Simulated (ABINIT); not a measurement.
GaGe3:

```
CELL_PARAMETERS angstrom
0.00000 3.38717 3.38717
3.38717 0.00000 3.38717
3.38717 3.38717 0.00000
ATOMIC_POSITIONS crystal
Ge 0.50000 0.50000 0.50000
Ge 0.75000 0.75000 0.75000
Ge 0.25000 0.25000 0.25000
Ga 0.00000 0.00000 0.00000
```

The cell comes from a database or a generator and needn't be the stable form of this composition.

* Program: ABINIT 10.8.3 (patched build)
* Task: single point
* Functional: PBE
* Potentials or basis: JTH PAW PBE v2.0
* Cutoff: 599 eV
* k mesh: 7 × 7 × 7
* Occupations: fermi-dirac, width 0.05 eV
* Spin: no spin polarisation

On this cell: pressure -0.9 GPa; largest force zero by symmetry; band gap on the k mesh none (metal or under the smearing width).

The same run follows on a disturbed copy (atoms moved at random, drawn with an rms of 0.05 Å):

```xyz
4
Lattice="0.0000 3.3872 3.3872 3.3872 0.0000 3.3872 3.3872 3.3872 0.0000" Properties=species:S:1:pos:R:3 pbc="T T T"
Ge    3.3730    3.3939    3.4160
Ge    5.0738    5.0998    5.1187
Ge    1.7175    1.6971    1.7076
Ga   -0.0238    0.0694   -0.0266
```

Q: What does the disturbed cell give?

A: The energy (extrapolated to zero smearing) moves by +2.2 meV/atom; pressure -0.8 GPa; largest force 0.175 eV/Å; band gap on the k mesh none (metal or under the smearing width).

Forces in eV/Å, atoms in the order of the input:
```
Ge   0.022  0.032 -0.030
Ge   0.009  0.020 -0.061
Ge  -0.083  0.069 -0.024
Ga   0.052 -0.121  0.115
```

Stress tensor (GPa, compression positive):
```
-0.80 -0.01  0.03
-0.01 -0.76 -0.07
 0.03 -0.07 -0.77
```
